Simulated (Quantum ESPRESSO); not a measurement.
Runs of Quantum ESPRESSO 7.5 on NbAs. The cell holds a sheet with vacuum, 2 atoms: a = 3.612 Å, b = 3.612 Å, c = 23.800 Å, α = 90.00°, β = 90.00°, γ = 90.00°. The cell was built by a generator and needn't be a form met in nature.

| task | level | potentials or basis | cell | cutoff (eV) | smearing | boundary across the vacuum | real-space augmentation (tqr) | SCF threshold | diago david ndim | most ionic steps | other keys | gap on the mesh (eV) | work function (eV) |
| --- | --- | --- | --- | --- | --- | --- | --- | --- | --- | --- | --- | --- | --- |
| work function | PBEsol | GBRV 1.5 PBEsol | as given | 544 | cold 0.05 eV | none | yes | 2e-09 Ry | - | - | - | none | 4.49 |
| work function | PBE+D3(BJ) | PseudoDojo 0.5 SR PBE standard | as given | 1143 | cold 0.05 eV | none | - | 2e-09 Ry | 4 | - | diago_david_ndim = 4 | none | (a) |
| relaxation of the atoms | PBEsol | GBRV 1.5 PBEsol | atoms relaxed | 544 | methfessel-paxton 0.2 eV | 2D | yes | 4e-08 Ry | - | 40 | - | none | - |
| work function | PW91 | JTH 2.0 PBE | as given | 490 | gaussian 0.136 eV | 2D | yes | 2e-09 Ry | - | - | - | none | - |
| relaxation of the atoms | RPBE+D3(BJ) | GBRV 1.5 PBE | atoms relaxed | 544 | fermi-dirac 0.136 eV | none | yes | 4e-08 Ry | - | 30 | - | none | - |
| work function | optB86b-vdW | JTH 2.0 PBE | as given | 490 | cold 0.1 eV | 2D | yes | 2e-09 Ry | - | - | - | none | - |

Alike in all rows: no spin polarisation; k mesh 7 × 7 × 1.

Problem. Estimate the missing entries.

Solution. (a) 4.37.

Caveats: real space augmentation costs some meV and hundredths of eV per Å (some runs); the relaxation stopped at its first step, so nothing moved (some runs).

A k mesh can miss the band edges, and the runs leave out spin-orbit coupling on As, Nb.

A gap of «none» marks a metal or a gap under the smearing width.

The runs don't all hold the same shells in valence.
